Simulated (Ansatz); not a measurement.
# CH₃FO₂SW: one species, many methods

One table from this session's results is given with a row withheld; the runs are named, their logs left out.

Method: functionals in def2-TZVPP, the program's frozen cores in correlated methods; program: Ansatz 0.2.0, Gaussian basis.

Plan: LDA (SPW92), PBE-D4, revPBE-D4, BLYP-D4, r2SCAN-D4, B97M-V, PBE0-D4, B3LYP-D4, r2SCANh-D4, r2SCAN0-D4, HSE06-D4, BHLYP-D4, CAM-B3LYP-D4, LC-ωPBE, ωB97X-V, ωB97M-V, B2PLYP, PBE-QIDH; CCSD(T)/def2-SVP; CCSD(T)/def2-TZVPP; MP2/def2-QZVPP; extrapolation to the limit; RPA on PBE.

## The geometry

The geometry comes from an earlier relaxation with PBE0-D4 in a triple-zeta def2 set; it is a stationary point, not always the lowest conformer. W takes the def2 core potential; no spin-orbit term is included.

SMILES `C[O][W](=[O])([F])=[S]`, 9 atoms, charge 0, spin multiplicity 1.

Atoms are counted from 1 here; the program's logs count them from 0.

Bond lengths: C1–O2 1.410 Å, C1–H7 1.092 Å, C1–H8 1.091 Å, C1–H9 1.091 Å, O2–W3 1.836 Å, W3–O4 1.697 Å, W3–F5 1.857 Å, W3–S6 2.131 Å. Angles: O2–C1–H7 110.1°, O2–C1–H8 108.4°, O2–C1–H9 109.1°, H7–C1–H8 109.9°, H7–C1–H9 109.9°, H8–C1–H9 109.4°, C1–O2–W3 143.7°, O2–W3–O4 108.5°, O2–W3–F5 111.1°, O2–W3–S6 108.1°, O4–W3–F5 110.0°, O4–W3–S6 108.5°, F5–W3–S6 110.5°.

Coordinates:

```xyz
9
charge 0, multiplicity 1
C     0.7962   -1.3831   -0.0644
O     0.0094   -0.3199   -0.5542
W    -0.7941    1.2637   -0.0859
O    -2.4768    1.0513   -0.1388
F    -0.2916    2.6350   -1.2334
S    -0.2331    1.7234    1.9182
H     1.2709   -1.0969    0.8768
H     1.5593   -1.6171   -0.8085
H     0.1597   -2.2563    0.0902
```

Set-up of the first run:

in.yaml reads:

```yaml
crystal:
  periodic: [false, false, false]
  atoms:
    - {symbol: C, position_ang: [0.796166, -1.383143, -0.064371]}
    - {symbol: O, position_ang: [0.009448, -0.319908, -0.554172]}
    - {symbol: W, position_ang: [-0.794071, 1.263689, -0.085913]}
    - {symbol: O, position_ang: [-2.476767, 1.051324, -0.138792]}
    - {symbol: F, position_ang: [-0.291633, 2.635010, -1.233363]}
    - {symbol: S, position_ang: [-0.233136, 1.723366, 1.918183]}
    - {symbol: H, position_ang: [1.270940, -1.096920, 0.876762]}
    - {symbol: H, position_ang: [1.559335, -1.617117, -0.808531]}
    - {symbol: H, position_ang: [0.159718, -2.256290, 0.090198]}
basis:
  gaussian: {orbitals: def2-TZVPP}
hamiltonian: {xc: lda}
output: {orbitals: {seedname: orbitals}}
```

Run with:

```
> ansatz run in.yaml --threads 4 --pin off --events-out ev --progress --plain --max-ram 11315MiB
```

Among the steps run: LDA; PBE-D4 (GGA); revPBE-D4 (GGA); BLYP-D4 (GGA); r2SCAN-D4 (meta-GGA); B97M-V (meta-GGA); PBE0-D4 (hybrid); B3LYP-D4 (hybrid); r2SCANh-D4 (hybrid); r2SCAN0-D4 (hybrid); HSE06-D4 (hybrid); BHLYP-D4 (hybrid); CAM-B3LYP-D4 (range-separated); LC-ωPBE (range-separated); ωB97X-V (range-separated); ωB97M-V (range-separated); B2PLYP (double hybrid); PBE-QIDH (double hybrid).

One table of the session follows, with a row left open; its other results are not shown here.

It belongs to the step «Frontier levels by functional». 

| functional | HOMO (eV) | LUMO (eV) | gap (eV) |
| --- | --- | --- | --- |
| LDA (SPW92) | -6.74 | -3.30 | 3.44 |
| PBE-D4 | ? | ? | ? |
| revPBE-D4 | -6.48 | -3.00 | 3.48 |
| BLYP-D4 | -6.39 | -2.95 | 3.44 |
| r2SCAN-D4 | -6.86 | -3.04 | 3.81 |
| B97M-V | -6.90 | -2.96 | 3.94 |
| PBE0-D4 | -7.81 | -2.38 | 5.43 |
| B3LYP-D4 | -7.56 | -2.56 | 5.00 |
| r2SCANh-D4 | -7.32 | -2.77 | 4.55 |
| r2SCAN0-D4 | -8.01 | -2.36 | 5.65 |
| HSE06-D4 | -7.41 | -2.76 | 4.65 |
| BHLYP-D4 | -8.91 | -1.51 | 7.40 |
| CAM-B3LYP-D4 | -9.08 | -1.31 | 7.76 |
| LC-ωPBE | -10.38 | -0.24 | 10.14 |
| ωB97X-V | -10.05 | -0.29 | 9.76 |
| ωB97M-V | -9.91 | -0.31 | 9.60 |

Estimate the missing values for PBE-D4.

The run gave: HOMO (eV): -6.55; LUMO (eV): -3.08; gap (eV): 3.47. In the column «HOMO (eV)» it lies between LDA (SPW92) (-6.74) and revPBE-D4 (-6.48).
